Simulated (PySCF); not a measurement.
# Sn: excitation energies in aug-cc-pwCVTZ-DK3, part 2 of 2

Aim: the excitation energy of tin from differences of total energies, at each level of theory, and how far each lands from the tabulated value where there is one.

PySCF 2.14.0; aug-cc-pwCVTZ-DK3, scalar relativity by spin-free X2C-1e. The scripts are equivalent inputs of a driver's runs. Earlier steps stand in the parts before.

### 4 Sn [Kr] 4d10 5s1 5p2 6s1, method by method

**UHF**

File input.py:

```python
from pyscf import gto, scf, dft, mp, cc
import basis_set_exchange as bse
mol = gto.M(atom="Sn 0 0 0", charge=0, spin=4, symmetry="D2h",
            basis=gto.basis.parse(bse.get_basis("aug-cc-pwCVTZ-DK3", elements=["Sn"], fmt="nwchem")),
            nucmod="G")
mf = scf.UHF(mol).sfx2c1e()
mf.irrep_nelec = {'Ag': (10, 8), 'B1g': (2, 2), 'B2g': (2, 2), 'B3g': (2, 2), 'B1u': (4, 3), 'B2u': (4, 3), 'B3u': (3, 3)}
mf.kernel()
```

Output:

```text
damping factor = 0
level_shift factor = 0
DIIS = <class 'pyscf.scf.diis.CDIIS'>
diis_start_cycle = 1
diis_space = 10
diis_damp = 0
SCF conv_tol = 1e-09
SCF conv_tol_grad = None
number electrons alpha = 27  beta = 23
cycle= 1 E= -6173.23620958507  delta_E= -0.00229  |g|= 0.0147  |ddm|= 0.0907
cycle= 2 E= -6173.23647945066  delta_E= -0.00027  |g|= 0.00563  |ddm|= 0.047
cycle= 3 E= -6173.23656430353  delta_E= -8.49e-05  |g|= 0.00147  |ddm|= 0.0474
cycle= 4 E= -6173.23658409641  delta_E= -1.98e-05  |g|= 0.000868  |ddm|= 0.0265
cycle= 5 E= -6173.23659177221  delta_E= -7.68e-06  |g|= 0.000474  |ddm|= 0.0179
cycle= 6 E= -6173.23659507315  delta_E= -3.3e-06  |g|= 0.000139  |ddm|= 0.0174
cycle= 7 E= -6173.23659526842  delta_E= -1.95e-07  |g|= 1.24e-05  |ddm|= 0.00521
cycle= 8 E= -6173.23659526855  delta_E= -1.34e-10  |g|= 1.92e-06  |ddm|= 0.000222
converged SCF energy = -6173.23659526855  <S^2> = 6.0035584  2S+1 = 5.0014231
```

CPU time 3.3 s on a shared host, the integrals not counted.

The occupied shells:

| shell | electrons | mean orbital energy (eV) | spread (eV) | rms radius (bohr) |
| --- | --- | --- | --- | --- |
| 1s α | 1 | -29347.2 | 0 | 0.0335 |
| 1s β | 1 | -29347.0 | 0 | 0.0335 |
| 2s α | 1 | -4527.6 | 0 | 0.136 |
| 2s β | 1 | -4527.5 | 0 | 0.136 |
| 2p α | 3 | -4060.6 | 0.013 | 0.121 |
| 2p β | 3 | -4060.5 | 0.080 | 0.121 |
| 3s α | 1 | -917.62 | 0 | 0.361 |
| 3s β | 1 | -917.32 | 0 | 0.361 |
| 3p α | 3 | -760.79 | 0.036 | 0.362 |
| 3p β | 3 | -760.58 | 0.201 | 0.362 |
| 3d α | 5 | -518.76 | 0.139 | 0.341 |
| 3d β | 5 | -518.71 | 0.176 | 0.341 |
| 4s α | 1 | -165.05 | 0 | 0.875 |
| 4s β | 1 | -164.36 | 0 | 0.875 |
| 4p α | 3 | -115.15 | 0.039 | 0.949 |
| 4p β | 3 | -114.76 | 0.447 | 0.949 |
| 4d α | 5 | -40.522 | 0.341 | 1.18 |
| 4d β | 5 | -40.069 | 0.559 | 1.18 |
| 5s α | 1 | -20.510 | 0 | 2.50 |
| 5p α | 2 | -11.129 | 0 | 3.09 |
| 6s α | 1 | -2.859 | 0 | 6.85 |

⟨S²⟩ = 6.004, ⟨L²⟩ = 2.05.

Spin-orbit constants on these orbitals (cm⁻¹; bare nucleus, screened nucleus, mean field): 5p 2822, 2709, n/a. To first order in LS coupling the lowest level has J = 1 and lies 0.252 eV below the centre of the term.

**LDA**

input.py differs from the last one in:

```diff
@@ -5,3 +5,3 @@
             nucmod="G")
-mf = scf.UHF(mol).sfx2c1e()
+mf = dft.UKS(mol, xc="LDA,VWN").sfx2c1e()
 mf.irrep_nelec = {'Ag': (10, 8), 'B1g': (2, 2), 'B2g': (2, 2), 'B3g': (2, 2), 'B1u': (4, 3), 'B2u': (4, 3), 'B3u': (3, 3)}
```

Output:

```text
damping factor = 0
level_shift factor = 0
DIIS = <class 'pyscf.scf.diis.CDIIS'>
diis_start_cycle = 1
diis_space = 10
diis_damp = 0
SCF conv_tol = 1e-09
SCF conv_tol_grad = None
number electrons alpha = 27  beta = 23
XC functionals = LDA,VWN
    P. A. M. Dirac.,  Math. Proc. Cambridge Philos. Soc. 26, 376 (1930)
    F. Bloch.,  Z. Phys. 57, 545 (1929)
    S. H. Vosko, L. Wilk, and M. Nusair.,  Can. J. Phys. 58, 1200 (1980)
cycle= 1 E= -6169.88237613353  delta_E= -0.0309  |g|= 0.092  |ddm|= 1.96
cycle= 2 E= -6169.8825105148  delta_E= -0.000134  |g|= 0.0589  |ddm|= 0.153
cycle= 3 E= -6169.88278518859  delta_E= -0.000275  |g|= 0.0163  |ddm|= 0.0471
cycle= 4 E= -6169.88282231729  delta_E= -3.71e-05  |g|= 0.00106  |ddm|= 0.0382
cycle= 5 E= -6169.88282275805  delta_E= -4.41e-07  |g|= 8.02e-05  |ddm|= 0.00543
cycle= 6 E= -6169.88282279924  delta_E= -4.12e-08  |g|= 1.8e-05  |ddm|= 0.00385
cycle= 7 E= -6169.88282280054  delta_E= -1.3e-09  |g|= 1.33e-06  |ddm|= 0.000433
cycle= 8 E= -6169.88282280055  delta_E= -1.64e-11  |g|= 1.2e-07  |ddm|= 6.2e-05
converged SCF energy = -6169.88282280055  <S^2> = 6.001228  2S+1 = 5.0004912
```

CPU time 1.9 s on a shared host, the integrals not counted.

**PBE**

input.py differs from the last one in:

```diff
@@ -5,3 +5,3 @@
             nucmod="G")
-mf = dft.UKS(mol, xc="LDA,VWN").sfx2c1e()
+mf = dft.UKS(mol, xc="PBE").sfx2c1e()
 mf.irrep_nelec = {'Ag': (10, 8), 'B1g': (2, 2), 'B2g': (2, 2), 'B3g': (2, 2), 'B1u': (4, 3), 'B2u': (4, 3), 'B3u': (3, 3)}
```

Output:

```text
damping factor = 0
level_shift factor = 0
DIIS = <class 'pyscf.scf.diis.CDIIS'>
diis_start_cycle = 1
diis_space = 10
diis_damp = 0
SCF conv_tol = 1e-09
SCF conv_tol_grad = None
number electrons alpha = 27  beta = 23
XC functionals = PBE
    J. P. Perdew, K. Burke, and M. Ernzerhof.,  Phys. Rev. Lett. 77, 3865 (1996)
    J. P. Perdew, K. Burke, and M. Ernzerhof.,  Phys. Rev. Lett. 78, 1396 (1997)
    J. P. Perdew, K. Burke, and M. Ernzerhof.,  Phys. Rev. Lett. 77, 3865 (1996)
    J. P. Perdew, K. Burke, and M. Ernzerhof.,  Phys. Rev. Lett. 78, 1396 (1997)
cycle= 1 E= -6175.49538728258  delta_E= -0.0196  |g|= 0.0625  |ddm|= 1.17
cycle= 2 E= -6175.49564978226  delta_E= -0.000262  |g|= 0.0331  |ddm|= 0.32
cycle= 3 E= -6175.49575808625  delta_E= -0.000108  |g|= 0.011  |ddm|= 0.0954
cycle= 4 E= -6175.49579044824  delta_E= -3.24e-05  |g|= 0.00107  |ddm|= 0.0773
cycle= 5 E= -6175.49580077178  delta_E= -1.03e-05  |g|= 0.000403  |ddm|= 0.0736
cycle= 6 E= -6175.49580221145  delta_E= -1.44e-06  |g|= 4.74e-05  |ddm|= 0.038
cycle= 7 E= -6175.49580221276  delta_E= -1.31e-09  |g|= 5.3e-06  |ddm|= 0.00103
cycle= 8 E= -6175.49580221279  delta_E= -2.64e-11  |g|= 3.65e-07  |ddm|= 0.000168
converged SCF energy = -6175.49580221279  <S^2> = 6.0014096  2S+1 = 5.0005638
```

It used 3 s of CPU time after the integrals (shared host).

**PBE0**

input.py differs from the last one in:

```diff
@@ -5,3 +5,3 @@
             nucmod="G")
-mf = dft.UKS(mol, xc="PBE").sfx2c1e()
+mf = dft.UKS(mol, xc="PBE0").sfx2c1e()
 mf.irrep_nelec = {'Ag': (10, 8), 'B1g': (2, 2), 'B2g': (2, 2), 'B3g': (2, 2), 'B1u': (4, 3), 'B2u': (4, 3), 'B3u': (3, 3)}
```

Output:

```text
damping factor = 0
level_shift factor = 0
DIIS = <class 'pyscf.scf.diis.CDIIS'>
diis_start_cycle = 1
diis_space = 10
diis_damp = 0
SCF conv_tol = 1e-09
SCF conv_tol_grad = None
number electrons alpha = 27  beta = 23
XC functionals = PBE0
    C. Adamo and V. Barone.,  J. Chem. Phys. 110, 6158 (1999)
    M. Ernzerhof and G. E. Scuseria.,  J. Chem. Phys. 110, 5029 (1999)
cycle= 1 E= -6175.57736534901  delta_E= -0.0113  |g|= 0.0348  |ddm|= 0.754
cycle= 2 E= -6175.57760211895  delta_E= -0.000237  |g|= 0.0075  |ddm|= 0.259
cycle= 3 E= -6175.57765845403  delta_E= -5.63e-05  |g|= 0.00189  |ddm|= 0.109
cycle= 4 E= -6175.57768827447  delta_E= -2.98e-05  |g|= 0.00128  |ddm|= 0.0795
cycle= 5 E= -6175.57770384496  delta_E= -1.56e-05  |g|= 0.000492  |ddm|= 0.0652
cycle= 6 E= -6175.57770888784  delta_E= -5.04e-06  |g|= 7.77e-05  |ddm|= 0.0534
cycle= 7 E= -6175.5777089123  delta_E= -2.45e-08  |g|= 1.2e-05  |ddm|= 0.00208
cycle= 8 E= -6175.57770891251  delta_E= -2.07e-10  |g|= 1.36e-06  |ddm|= 0.000757
converged SCF energy = -6175.57770891251  <S^2> = 6.0016685  2S+1 = 5.0006673
```

CPU time 4.4 s on a shared host, the integrals not counted.

**r2SCAN**

input.py differs from the last one in:

```diff
@@ -5,3 +5,3 @@
             nucmod="G")
-mf = dft.UKS(mol, xc="PBE0").sfx2c1e()
+mf = dft.UKS(mol, xc="R2SCAN").sfx2c1e()
 mf.irrep_nelec = {'Ag': (10, 8), 'B1g': (2, 2), 'B2g': (2, 2), 'B3g': (2, 2), 'B1u': (4, 3), 'B2u': (4, 3), 'B3u': (3, 3)}
```

Output:

```text
damping factor = 0
level_shift factor = 0
DIIS = <class 'pyscf.scf.diis.CDIIS'>
diis_start_cycle = 1
diis_space = 10
diis_damp = 0
SCF conv_tol = 1e-09
SCF conv_tol_grad = None
number electrons alpha = 27  beta = 23
XC functionals = R2SCAN
    J. W. Furness, A. D. Kaplan, J. Ning, J. P. Perdew, and J. Sun.,  J. Phys. Chem. Lett. 11, 8208-8215 (2020)
    J. W. Furness, A. D. Kaplan, J. Ning, J. P. Perdew, and J. Sun.,  J. Phys. Chem. Lett. 11, 9248-9248 (2020)
    J. W. Furness, A. D. Kaplan, J. Ning, J. P. Perdew, and J. Sun.,  J. Phys. Chem. Lett. 11, 8208-8215 (2020)
    J. W. Furness, A. D. Kaplan, J. Ning, J. P. Perdew, and J. Sun.,  J. Phys. Chem. Lett. 11, 9248-9248 (2020)
cycle= 1 E= -6175.92401872068  delta_E= -0.0108  |g|= 0.0448  |ddm|= 0.905
cycle= 2 E= -6175.92421599892  delta_E= -0.000197  |g|= 0.0175  |ddm|= 0.191
cycle= 3 E= -6175.92425758503  delta_E= -4.16e-05  |g|= 0.0058  |ddm|= 0.0718
cycle= 4 E= -6175.92427252973  delta_E= -1.49e-05  |g|= 0.000956  |ddm|= 0.0392
cycle= 5 E= -6175.92428088251  delta_E= -8.35e-06  |g|= 0.000394  |ddm|= 0.0371
cycle= 6 E= -6175.92428260287  delta_E= -1.72e-06  |g|= 0.00012  |ddm|= 0.0201
cycle= 7 E= -6175.9242826526  delta_E= -4.97e-08  |g|= 1.89e-05  |ddm|= 0.00841
cycle= 8 E= -6175.92428265387  delta_E= -1.28e-09  |g|= 2.83e-06  |ddm|= 0.0026
cycle= 9 E= -6175.92428265391  delta_E= -3.64e-11  |g|= 2.35e-07  |ddm|= 0.000388
converged SCF energy = -6175.92428265391  <S^2> = 6.0031553  2S+1 = 5.001262
```

It used 7.7 s of CPU time after the integrals (shared host).

**BHandHLYP**

input.py differs from the last one in:

```diff
@@ -5,3 +5,3 @@
             nucmod="G")
-mf = dft.UKS(mol, xc="R2SCAN").sfx2c1e()
+mf = dft.UKS(mol, xc="BHANDHLYP").sfx2c1e()
 mf.irrep_nelec = {'Ag': (10, 8), 'B1g': (2, 2), 'B2g': (2, 2), 'B3g': (2, 2), 'B1u': (4, 3), 'B2u': (4, 3), 'B3u': (3, 3)}
```

Output:

```text
damping factor = 0
level_shift factor = 0
DIIS = <class 'pyscf.scf.diis.CDIIS'>
diis_start_cycle = 1
diis_space = 10
diis_damp = 0
SCF conv_tol = 1e-09
SCF conv_tol_grad = None
number electrons alpha = 27  beta = 23
XC functionals = BHANDHLYP
    A. D. Becke.,  J. Chem. Phys. 98, 1372 (1993)
    Defined through Gaussian implementation.
cycle= 1 E= -6175.89877769423  delta_E= -0.00774  |g|= 0.0206  |ddm|= 0.564
cycle= 2 E= -6175.89896042003  delta_E= -0.000183  |g|= 0.00386  |ddm|= 0.19
cycle= 3 E= -6175.89899586019  delta_E= -3.54e-05  |g|= 0.00132  |ddm|= 0.0704
cycle= 4 E= -6175.89901522302  delta_E= -1.94e-05  |g|= 0.000674  |ddm|= 0.0479
cycle= 5 E= -6175.89902441085  delta_E= -9.19e-06  |g|= 0.000254  |ddm|= 0.0354
cycle= 6 E= -6175.89902521825  delta_E= -8.07e-07  |g|= 0.000104  |ddm|= 0.00965
cycle= 7 E= -6175.89902526434  delta_E= -4.61e-08  |g|= 1.97e-05  |ddm|= 0.00319
cycle= 8 E= -6175.89902526473  delta_E= -3.91e-10  |g|= 2.19e-06  |ddm|= 0.000937
converged SCF energy = -6175.89902526473  <S^2> = 6.0010847  2S+1 = 5.0004339
```

It used 4.5 s of CPU time after the integrals (shared host).

**BP86**

input.py differs from the last one in:

```diff
@@ -5,3 +5,3 @@
             nucmod="G")
-mf = dft.UKS(mol, xc="BHANDHLYP").sfx2c1e()
+mf = dft.UKS(mol, xc="B88,P86").sfx2c1e()
 mf.irrep_nelec = {'Ag': (10, 8), 'B1g': (2, 2), 'B2g': (2, 2), 'B3g': (2, 2), 'B1u': (4, 3), 'B2u': (4, 3), 'B3u': (3, 3)}
```

Output:

```text
damping factor = 0
level_shift factor = 0
DIIS = <class 'pyscf.scf.diis.CDIIS'>
diis_start_cycle = 1
diis_space = 10
diis_damp = 0
SCF conv_tol = 1e-09
SCF conv_tol_grad = None
number electrons alpha = 27  beta = 23
XC functionals = B88,P86
    A. D. Becke.,  Phys. Rev. A 38, 3098 (1988)
    J. P. Perdew.,  Phys. Rev. B 33, 8822 (1986)
cycle= 1 E= -6176.62988848791  delta_E= -0.0207  |g|= 0.0566  |ddm|= 1.58
cycle= 2 E= -6176.63006568878  delta_E= -0.000177  |g|= 0.0268  |ddm|= 0.243
cycle= 3 E= -6176.63012225179  delta_E= -5.66e-05  |g|= 0.00965  |ddm|= 0.0619
cycle= 4 E= -6176.63014008483  delta_E= -1.78e-05  |g|= 0.000838  |ddm|= 0.042
cycle= 5 E= -6176.63014337235  delta_E= -3.29e-06  |g|= 0.000261  |ddm|= 0.0266
cycle= 6 E= -6176.63014414565  delta_E= -7.73e-07  |g|= 4.15e-05  |ddm|= 0.0176
cycle= 7 E= -6176.63014415116  delta_E= -5.51e-09  |g|= 4.53e-06  |ddm|= 0.0013
cycle= 8 E= -6176.63014415122  delta_E= -6e-11  |g|= 3.21e-07  |ddm|= 0.00028
converged SCF energy = -6176.63014415122  <S^2> = 6.0014629  2S+1 = 5.0005851
```

It used 3 s of CPU time after the integrals (shared host).

**TPSS**

input.py differs from the last one in:

```diff
@@ -5,3 +5,3 @@
             nucmod="G")
-mf = dft.UKS(mol, xc="B88,P86").sfx2c1e()
+mf = dft.UKS(mol, xc="TPSS").sfx2c1e()
 mf.irrep_nelec = {'Ag': (10, 8), 'B1g': (2, 2), 'B2g': (2, 2), 'B3g': (2, 2), 'B1u': (4, 3), 'B2u': (4, 3), 'B3u': (3, 3)}
```

Output:

```text
damping factor = 0
level_shift factor = 0
DIIS = <class 'pyscf.scf.diis.CDIIS'>
diis_start_cycle = 1
diis_space = 10
diis_damp = 0
SCF conv_tol = 1e-09
SCF conv_tol_grad = None
number electrons alpha = 27  beta = 23
XC functionals = TPSS
    J. Tao, J. P. Perdew, V. N. Staroverov, and G. E. Scuseria.,  Phys. Rev. Lett. 91, 146401 (2003)
    J. P. Perdew, J. Tao, V. N. Staroverov, and G. E. Scuseria.,  J. Chem. Phys. 120, 6898 (2004)
    J. Tao, J. P. Perdew, V. N. Staroverov, and G. E. Scuseria.,  Phys. Rev. Lett. 91, 146401 (2003)
    J. P. Perdew, J. Tao, V. N. Staroverov, and G. E. Scuseria.,  J. Chem. Phys. 120, 6898 (2004)
cycle= 1 E= -6175.63927109071  delta_E= -0.0162  |g|= 0.073  |ddm|= 0.745
cycle= 2 E= -6175.63956185098  delta_E= -0.000291  |g|= 0.0463  |ddm|= 0.332
cycle= 3 E= -6175.63979614521  delta_E= -0.000234  |g|= 0.0121  |ddm|= 0.117
cycle= 4 E= -6175.63985480608  delta_E= -5.87e-05  |g|= 0.00153  |ddm|= 0.132
cycle= 5 E= -6175.63989175613  delta_E= -3.7e-05  |g|= 0.00067  |ddm|= 0.202
cycle= 6 E= -6175.6398977402  delta_E= -5.98e-06  |g|= 0.000121  |ddm|= 0.117
cycle= 7 E= -6175.63989775637  delta_E= -1.62e-08  |g|= 1.25e-05  |ddm|= 0.00324
cycle= 8 E= -6175.63989775645  delta_E= -7.37e-11  |g|= 1.21e-06  |ddm|= 0.000217
converged SCF energy = -6175.63989775645  <S^2> = 6.001653  2S+1 = 5.0006612
```

It used 7.1 s of CPU time after the integrals (shared host).

**MP2 (valence)**

input.py differs from the last one in:

```diff
@@ -5,4 +5,5 @@
             nucmod="G")
-mf = dft.UKS(mol, xc="TPSS").sfx2c1e()
+mf = scf.UHF(mol).sfx2c1e()
 mf.irrep_nelec = {'Ag': (10, 8), 'B1g': (2, 2), 'B2g': (2, 2), 'B3g': (2, 2), 'B1u': (4, 3), 'B2u': (4, 3), 'B3u': (3, 3)}
 mf.kernel()
+mp.UMP2(mf, frozen=23).kernel()
```

No log was kept for this step.

It used 0.27 s of CPU time after the integrals (shared host).

With 4 electrons correlated, the MP2 correlation energy is -0.01315 hartree (-0.01315 same spin, 0.00000 opposite spin); the SCS form gives -0.00438. Largest pairs of shells: 5p-6s -0.0048, 5p-5p -0.0042, 5s-5p -0.0032, 5s-6s -0.0009, 6s-6s 0.0000.

### 5 Sn [Kr] 4d10 5s1 5p2 6s1, continued

**MP2 (valence and next inner shell)**

Edit input.py of step 4 so:

```diff
@@ -8,2 +8,2 @@
 mf.kernel()
-mp.UMP2(mf, frozen=23).kernel()
+mp.UMP2(mf, frozen=14).kernel()
```

No log was kept for this step.

CPU time 1.7 s on a shared host, the integrals not counted.

With 22 electrons correlated, the MP2 correlation energy is -0.66484 hartree (-0.24078 same spin, -0.42405 opposite spin); the SCS form gives -0.58912. Largest pairs of shells: 4d-4d -0.3363, 4p-4d -0.1355, 4d-5p -0.0427, 4p-4p -0.0421, 4d-5s -0.0303.

Radial density 4πr²ρ of Sn at UHF, without picture-change correction:

| r (bohr) | density | spin density |
| --- | --- | --- |
| 0.000474 | 0.723 | 0.000 |
| 0.000797 | 1.67 | 0.000 |
| 0.00134 | 3.79 | 0.001 |
| 0.00226 | 8.30 | 0.002 |
| 0.00379 | 17.2 | 0.004 |
| 0.00638 | 32.4 | 0.007 |
| 0.0107 | 52.0 | 0.011 |
| 0.0181 | 64.7 | 0.012 |
| 0.0304 | 58.7 | 0.012 |
| 0.0511 | 59.9 | 0.032 |
| 0.0859 | 82.3 | 0.038 |
| 0.145 | 61.2 | -0.026 |
| 0.243 | 66.9 | 0.085 |
| 0.409 | 36.9 | 0.003 |
| 0.688 | 22.5 | 0.183 |
| 1.16 | 14.0 | 0.010 |
| 1.95 | 2.80 | 1.370 |
| 3.27 | 0.853 | 0.831 |
| 5.51 | 0.262 | 0.262 |
| 9.26 | 0.0718 | 0.072 |
| 15.6 | 5.19e-05 | 0.000 |

### 6 How the shells move

Highest occupied Hartree-Fock shell of each state: Sn [Kr] 4d10 5s1 5p3 5p α at -8.536 eV; Sn [Kr] 4d10 5s1 5p2 6s1 6s α at -2.859 eV.

### 7 Differences of total energies

Excitation energy: Sn [Kr] 4d10 5s2 5p2 (3P) → Sn [Kr] 4d10 5s1 5p3 (5S).

| method | value (eV) | error (eV) |
| --- | --- | --- |
| UHF | 2.969 | -1.638 |
| LDA | 5.356 | +0.749 |
| PBE | 5.121 | +0.514 |
| PBE0 | 4.726 | +0.119 |
| r2SCAN | 4.480 | -0.127 |
| BHandHLYP | 4.866 | +0.259 |
| BP86 | 5.181 | +0.574 |
| TPSS | 4.919 | +0.312 |
| MP2 (valence) | 3.755 | -0.852 |
| SCS-MP2 (valence) | 4.105 | -0.502 |
| MP2 (valence and next inner shell) | 4.625 | +0.018 |
| SCS-MP2 (valence and next inner shell) | 4.833 | +0.226 |

Reference: 4.607 eV (measured; NIST levels, between the centres of gravity of the two terms). Errors of the correlated levels include the incompleteness of this basis.

Excitation energy: Sn [Kr] 4d10 5s2 5p2 (3P) → Sn [Kr] 4d10 5s1 5p2 6s1 (5P).

| method | value (eV) |
| --- | --- |
| UHF | 8.226 |
| LDA | 10.460 |
| PBE | 10.142 |
| PBE0 | 9.887 |
| r2SCAN | 9.877 |
| BHandHLYP | 10.043 |
| BP86 | 10.243 |
| TPSS | 10.052 |
| MP2 (valence) | 9.086 |
| SCS-MP2 (valence) | 9.387 |
| MP2 (valence and next inner shell) | 10.049 |
| SCS-MP2 (valence and next inner shell) | 10.168 |

The differences also use runs on Sn [Kr] 4d10 5s2 5p2 (3P), which are not shown here.

### 8 Outcome

What follows sums up all 2 parts.

```
                                     quantity                                                                    value
    excitation energy, Sn → [Kr] 4d10 5s1 5p3  UHF 2.969, MP2 (valence and next inner shell) 4.625 eV; reference 4.607
excitation energy, Sn → [Kr] 4d10 5s1 5p2 6s1                  UHF 8.226, MP2 (valence and next inner shell) 10.049 eV
```

Accuracy by level (over 1 difference):

| method | mean absolute miss against the measured value (with the measured fine structure taken into account where it is known) (eV) |
| --- | --- |
| UHF | 1.638 |
| LDA | 0.749 |
| PBE | 0.514 |
| PBE0 | 0.119 |
| r2SCAN | 0.127 |
| BHandHLYP | 0.259 |
| BP86 | 0.574 |
| TPSS | 0.312 |
| MP2 (valence) | 0.852 |
| SCS-MP2 (valence) | 0.502 |
| MP2 (valence and next inner shell) | 0.018 |
| SCS-MP2 (valence and next inner shell) | 0.226 |

Against experiment MP2 (valence and next inner shell) comes closest (off by 0.02 eV) and UHF is farthest (1.64 eV). In a finite basis a lower level can come nearest by cancelling errors. PBE is off by +0.51 eV. All values hold for this basis alone; no basis-set limit was taken.
